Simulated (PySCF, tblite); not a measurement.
# C4H2NO2S−: dynamics, then NMR shifts on frames

How do NMR shifts of C4H2NO2S− (`O=C([O-])c1cncs1`) change as the atoms move?

Computed with tblite 0.8.0 and PySCF 2.14.0, with density-fitted response routines of our own, on a single molecule in the gas phase. Atoms are numbered from 0 throughout.

## Step 1: The starting structure

10 atoms, charge -1, multiplicity 1; geometry from: GFN2-xTB.

Bonds of the start (Å): O0–C1 1.23, C1–O2 1.23, C1–C3 1.56, C3–C4 1.36, C4–N5 1.36, N5–C6 1.29, C6–S7 1.74, S7–C3 1.73, C4–H8 1.07, C6–H9 1.07.

## Step 2: A short Langevin run with GFN2-xTB

What the job is given:

```
{"job": {"kind": "md", "xc": "GFN2-xTB", "basis": "xTB", "temperature": 300, "steps": 2000, "every": 50, "frames": 5}, "charge": -1, "multiplicity": 1}
O     -2.547097     0.833236     0.378015
C     -2.000011    -0.210035     0.008339
O     -2.467552    -1.297801    -0.334817
C     -0.446683    -0.116757    -0.023524
C      0.361157     0.932858     0.296565
N      1.700389     0.733489     0.175043
C      1.940871    -0.461092    -0.236486
S      0.540204    -1.451385    -0.511908
H     -0.001185     1.887659     0.632236
H      2.928789    -0.845517    -0.405992
```

With the program's defaults for keys left out, this is: GFN2-xTB Langevin dynamics, gas phase.

Command:

```console
$ OMP_NUM_THREADS=1 python probes_run.py task.json out
```

This one command runs all jobs of the session in turn.

The program printed:

```text
t/fs     T/K      E/eV
    0.0   254.2   -656.30299
   25.0   170.0   -656.17948
   50.0   174.2   -656.10055
   75.0   275.0   -656.15162
  100.0   177.6   -656.06883
  125.0   178.7   -655.99515
  150.0   198.2   -656.02556
  175.0   246.3   -656.09837
  200.0   211.2   -656.01367
  225.0   261.6   -656.07007
  250.0   174.9   -655.91917
  275.0   233.7   -656.00123
  300.0   347.3   -656.08334
  325.0   221.1   -656.09484
  350.0   329.4   -656.14975
  375.0   282.3   -656.02448
  400.0   218.1   -656.12639
  425.0   239.3   -656.13608
  450.0   230.2   -656.05318
  475.0   224.9   -656.04722
  500.0   237.7   -656.13120
  525.0   201.1   -656.01275
  550.0   283.5   -656.08092
  575.0   175.3   -656.02841
  600.0   198.3   -656.04344
  625.0   189.4   -656.11585
  650.0   189.9   -655.98863
  675.0   252.7   -656.03855
  700.0   252.9   -656.05700
  725.0   242.5   -656.06867
  750.0   204.1   -655.99429
  775.0   415.8   -656.10785
  800.0   362.6   -656.08872
  825.0   344.3   -655.93297
  850.0   306.3   -655.97754
  875.0   189.6   -655.91107
  900.0   206.5   -655.88359
  925.0   261.4   -655.92060
  950.0   348.7   -655.86192
  975.0   419.9   -656.03624
 1000.0   426.7   -656.08814
```

It took 10 s on 1 thread of Arm Neoverse V1, shared host; peak memory 0.18 GiB.

Distance from the start (root mean square after alignment): 0 fs 0.00 Å, 200 fs 0.12 Å, 400 fs 0.06 Å, 600 fs 0.22 Å, 800 fs 0.18 Å, 1000 fs 0.26 Å.

Positions (Å) and forces (eV/Å) at 1000 fs:

```xyz
10

O    -3.139    1.102   -0.230    0.064   -0.120   -0.466
C    -2.688   -0.039   -0.144   -0.211   -0.562    1.466
O    -3.251   -1.129    0.099    0.403    0.766   -0.675
C    -1.126   -0.146    0.009   -0.616    0.471    0.470
C    -0.302    0.666    0.748    0.437    0.421   -0.405
N     0.985    0.235    0.931   -0.920   -1.322   -0.774
C     1.085   -0.956    0.411    0.534    0.441    0.516
S    -0.361   -1.651   -0.301    0.954    0.509    0.153
H    -0.480    1.677    1.097   -0.426   -0.323   -0.165
H     2.042   -1.452    0.445   -0.221   -0.283   -0.119
```

## Step 3: NMR shieldings: 250 fs, PBE0/pcSseg-1

What the job is given:

```
{"job": {"kind": "nmr", "xc": "PBE0", "basis": "pcSseg-1", "pop": false}, "charge": -1, "multiplicity": 1}
O     -2.550300     0.749200     0.425500
C     -1.954400    -0.290100     0.094300
O     -2.478200    -1.307000    -0.287100
C     -0.430700    -0.234300    -0.069500
C      0.342300     0.821100     0.394000
N      1.730000     0.705100     0.250400
C      1.978000    -0.426000    -0.339300
S      0.576400    -1.397400    -0.805300
H     -0.029600     1.741200     0.644500
H      2.938000    -0.826000    -0.491300
```

Method: GIAO PBE0/pcSseg-1 NMR shielding, non-relativistic, gas phase.

The program printed:

```text
coarse grid: 10448 points
cycle   1  E = -756.1718005076  dE =  1.674e+00  |g| = 1.098e+00  |ddm| = 3.435e+00
cycle   2  E = -751.4453327215  dE =  4.726e+00  |g| = 3.619e+00  |ddm| = 9.772e+00
cycle   3  E = -756.2740188055  dE = -4.829e+00  |g| = 6.772e-01  |ddm| = 9.618e+00
cycle   4  E = -756.3913324892  dE = -1.173e-01  |g| = 2.747e-01  |ddm| = 9.480e-01
cycle   5  E = -756.3999533498  dE = -8.621e-03  |g| = 1.913e-01  |ddm| = 4.391e-01
cycle   6  E = -756.4094023016  dE = -9.449e-03  |g| = 4.175e-02  |ddm| = 2.348e-01
cycle   7  E = -756.4097682687  dE = -3.660e-04  |g| = 1.682e-02  |ddm| = 4.617e-02
cycle   8  E = -756.4098206306  dE = -5.236e-05  |g| = 6.774e-03  |ddm| = 1.988e-02
cycle   9  E = -756.4098296163  dE = -8.986e-06  |g| = 2.523e-03  |ddm| = 8.727e-03
final grid: 100736 points
cycle  10  E = -756.4796517292  dE = -8.643e-06  |g| = 1.296e-02  |ddm| = 2.671e-02
cycle  11  E = -756.4795854607  dE =  6.627e-05  |g| = 2.214e-02  |ddm| = 3.416e-02
cycle  12  E = -756.4796834161  dE = -9.796e-05  |g| = 1.919e-03  |ddm| = 2.312e-02
cycle  13  E = -756.4796840984  dE = -6.823e-07  |g| = 4.677e-04  |ddm| = 1.916e-03
cycle  14  E = -756.4796841388  dE = -4.038e-08  |g| = 1.273e-04  |ddm| = 6.018e-04
cycle  15  E = -756.4796841416  dE = -2.797e-09  |g| = 6.558e-05  |ddm| = 1.929e-04
cycle  16  E = -756.4796841424  dE = -8.872e-10  |g| = 1.310e-05  |ddm| = 6.346e-05
converged SCF energy = -756.4796841424

GIAO shielding tensors (ppm)
atom      isotropic    diamagn.    paramagn.     s11        s22        s33       span
  0 O       17.884     407.377    -389.492   -165.395     -5.526    224.574    389.969
  1 C       27.083     233.912    -206.829    -68.947     62.710     87.486    156.433
  2 O      -30.975     405.615    -436.590   -193.386   -107.959    208.419    401.805
  3 C       24.387     265.877    -241.490    -53.308     28.854     97.614    150.922
  4 C       30.633     251.872    -221.239    -45.236     33.823    103.313    148.549
  5 N     -108.666     332.899    -441.565   -390.415   -151.308    215.725    606.139
  6 C       30.529     258.454    -227.925    -53.117     44.310    100.393    153.509
  7 S      233.885    1057.651    -823.767    -12.423    301.219    412.858    425.282
  8 H       24.430      34.342      -9.911     21.719     23.361     28.211      6.492
  9 H       24.129      31.768      -7.640     21.265     23.079     28.042      6.776
```

It took 17 s on 1 thread of Arm Neoverse V1, shared host; peak memory 0.7 GiB.

Shifts follow as δ = σ(reference) − σ, with reference shieldings (ppm) from runs at the same level and on the same kind of geometry: 1H TMS 31.72, 13C TMS 186.9, 15N NH3 267.7, 17O H2O 336.1, 33S CS2 504. The references are single molecules in the gas phase, so shifts against H2O, NH3, PH3, H3PO4 or CFCl3 are not on the usual liquid scales and can be off by tens of ppm. Each atom is listed at this fixed geometry, with no averaging over motion; a spectrum would average atoms that exchange fast.

```
atoms                                              environment  σ (ppm)  δ (ppm)
   C3      substituted aromatic carbon next to the ring sulfur     24.4    162.5
   C1                                       carboxylate carbon     27.1    159.8
   C6                 aromatic CH between two ring heteroatoms     30.5    156.4
   C4                      aromatic CH next to a ring nitrogen     30.6    156.3
   H9  hydrogen on an aromatic CH between two ring heteroatoms    24.13     7.59
   H8       hydrogen on an aromatic CH next to a ring nitrogen    24.43     7.29
   O2                                       carboxylate oxygen    -31.0    367.1
   O0                                       carboxylate oxygen     17.9    318.2
   N5                       pyridine-type nitrogen of an azole   -108.7    376.4
   S7                                     aromatic ring sulfur      234      270
```

Ring of atoms C3, C4, N5, C6, S7: NICS(0) -11.2, NICS(1) -11.4, NICS(1)zz -26.0 ppm (means of both faces).

## Step 4: Shielding tensors: 425 fs, PBE0/pcSseg-1

What the job is given:

```
{"job": {"kind": "nmr", "xc": "PBE0", "basis": "pcSseg-1", "pop": false}, "charge": -1, "multiplicity": 1}
O     -2.342700     0.777300     0.697000
C     -1.957400    -0.282500     0.259900
O     -2.662000    -1.256300    -0.038200
C     -0.440100    -0.385300    -0.098400
C      0.551000     0.520100     0.143000
N      1.796900     0.113300    -0.188400
C      1.778700    -1.068900    -0.631200
S      0.206300    -1.765300    -0.844900
H      0.388600     1.491900     0.558400
H      2.594700    -1.632300    -1.036300
```

Method: GIAO PBE0/pcSseg-1 NMR shielding, non-relativistic, gas phase.

The program printed:

```text
coarse grid: 10448 points
cycle   1  E = -756.1838173842  dE =  1.815e+00  |g| = 1.093e+00  |ddm| = 3.457e+00
cycle   2  E = -753.9999136438  dE =  2.184e+00  |g| = 2.787e+00  |ddm| = 5.148e+00
cycle   3  E = -756.3171620306  dE = -2.317e+00  |g| = 5.888e-01  |ddm| = 4.759e+00
cycle   4  E = -756.4053669886  dE = -8.820e-02  |g| = 2.201e-01  |ddm| = 7.917e-01
cycle   5  E = -756.4109464513  dE = -5.579e-03  |g| = 1.646e-01  |ddm| = 4.096e-01
cycle   6  E = -756.4177154904  dE = -6.769e-03  |g| = 3.725e-02  |ddm| = 2.087e-01
cycle   7  E = -756.4179463994  dE = -2.309e-04  |g| = 1.721e-02  |ddm| = 4.640e-02
cycle   8  E = -756.4180026908  dE = -5.629e-05  |g| = 5.881e-03  |ddm| = 2.051e-02
cycle   9  E = -756.4180085860  dE = -5.895e-06  |g| = 2.061e-03  |ddm| = 6.730e-03
final grid: 100736 points
cycle  10  E = -756.4873846626  dE = -4.772e-06  |g| = 1.309e-02  |ddm| = 2.485e-02
cycle  11  E = -756.4873179541  dE =  6.671e-05  |g| = 2.184e-02  |ddm| = 3.487e-02
cycle  12  E = -756.4874178534  dE = -9.990e-05  |g| = 1.562e-03  |ddm| = 2.339e-02
cycle  13  E = -756.4874184267  dE = -5.733e-07  |g| = 4.473e-04  |ddm| = 2.006e-03
cycle  14  E = -756.4874184633  dE = -3.659e-08  |g| = 1.001e-04  |ddm| = 4.190e-04
cycle  15  E = -756.4874184643  dE = -1.043e-09  |g| = 7.153e-05  |ddm| = 1.544e-04
cycle  16  E = -756.4874184655  dE = -1.129e-09  |g| = 1.442e-05  |ddm| = 8.311e-05
cycle  17  E = -756.4874184655  dE = -4.161e-11  |g| = 4.830e-06  |ddm| = 1.902e-05
converged SCF energy = -756.4874184655

GIAO shielding tensors (ppm)
atom      isotropic    diamagn.    paramagn.     s11        s22        s33       span
  0 O       21.053     408.038    -386.985   -147.486    -37.412    248.057    395.542
  1 C       27.877     234.564    -206.687    -68.942     59.906     92.669    161.611
  2 O      -12.531     405.579    -418.110   -167.761    -50.508    180.676    348.437
  3 C       22.182     266.302    -244.120    -40.085     14.924     91.708    131.794
  4 C       45.001     251.061    -206.060    -29.884     50.595    114.291    144.175
  5 N      -81.008     332.768    -413.776   -367.572   -105.826    230.374    597.945
  6 C       42.324     258.852    -216.528    -35.738     52.833    109.876    145.614
  7 S      237.427    1058.529    -821.102    -22.004    301.148    433.137    455.141
  8 H       24.121      32.743      -8.623     21.076     23.731     27.555      6.479
  9 H       24.293      31.009      -6.716     20.711     22.652     29.516      8.806
```

Wall time 17 s (1 thread of Arm Neoverse V1, shared host); peak memory 0.72 GiB.

In short: δ C3 164.7, C1 159.0, C6 144.6, C4 141.9, H8 7.60, H9 7.42 ppm.

[end of part 1 of 2]
